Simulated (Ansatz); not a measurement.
Runs of Ansatz 0.2.0 on GeW. The structure is cubic, space group Fm-3m (No. 225). The conventional cell has a = 5.155 Å, b = 5.155 Å, c = 5.155 Å, α = 90.00°, β = 90.00°, γ = 90.00°. Ge (site symmetry m-3m) has 6 W at 2.58 Å as nearest neighbours. W (site symmetry m-3m) is surrounded by 6 Ge at 2.58 Å. The cell was built by a generator and needn't be a form met in nature.

```csv
task,level,spin,cell,k mesh,points for each segment of the path,gap on the mesh (eV),pressure (GPa),relaxed volume (Å³/atom)
band structure,LDA,off,as given,9 × 9 × 9,14,none,(b),-
band structure,PBEsol,off,as given,9 × 9 × 9,14,none,-5.8,-
relaxation of cell and atoms,LDA,off,relaxed,9 × 9 × 9,-,none,0.0,16.22
band structure,LDA,"SOC, no magnetisation",as given,7 × 7 × 7,14,none,-9.4,-
relaxation of cell and atoms,PBEsol,off,relaxed,9 × 9 × 9,-,none,0.0,(a)
```

Alike in all rows: potentials or basis Ansatz PAW; cutoff (eV) 420; smearing fermi-dirac 0.05 eV.

Task: Estimate the missing entries.

Result: (a) 16.57; (b) -9.5.

Caveats: the PAW data sets come from PBE, with cores solved anew for the run's functional, which leaves a small shift of forces and pressure; spin-orbit coupling is left out, which moves the levels of the heavy elements (some runs); the plane-wave basis is chosen anew once the cell has moved, so the energies of steps on either side of that aren't comparable (some runs).

A k mesh can miss the band edges, and rows without SOC leave out spin-orbit coupling on Ge, W.

A gap of «none» marks a metal or a gap under the smearing width.

Runs at the PBE level aren't shown here.
